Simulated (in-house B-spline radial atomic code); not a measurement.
**N⁵⁺: ionisation energy by several methods**

An exercise on one series of results from a longer session: the logs are not shown, and one member is left open.

Method: scalar-relativistic (X2C), several functionals, spin-polarised; spherical all-electron atom at the radial basis limit. Code: in-house B-spline radial atomic code version 1.

**The system**

* element: nitrogen (Z = 7)
* charge: +5
* electrons: 2
* configuration: 1s2
* nucleus: Fermi, rms radius 2.558 fm

Where spins are not typed, each open shell is filled with up spins first.

Set-up of the first run:

The run's settings:

```ini
Z = 7
electrons = 2.0
configuration = 1s2
hamiltonian = x2c
method = hf,
spin_polarised = True
nucleus = fermi
rms_radius = 2.5582
mass_number = 14
atomic_mass = 14.00307400425
speed_of_light = 137.035999084
```

Among the steps run: fractional-occupation HF; LDA (VWN5); TPSSh, a global hybrid; PW91, a GGA; B97-1, a global hybrid; LC-ωPBE, a range-separated hybrid; exchange-only LDA; revTPSS, a meta-GGA; r2SCAN0, a global hybrid.

One of the session's tables, all rows but one given; the rest of the session is left out.

```
                  method  ΔSCF (eV)
              LDA (VWN5)     547.20
       exchange-only LDA     543.46
                    PW91     551.58
                 revTPSS          ?
                   TPSSh     552.34
                   B97-1     552.35
                 r2SCAN0     552.20
                 LC-ωPBE     551.30
fractional-occupation HF     550.93
```

**Question.** Estimate the row for revTPSS.

The run gave: ΔSCF (eV): 552.40. In the column «ΔSCF (eV)» it is the highest.
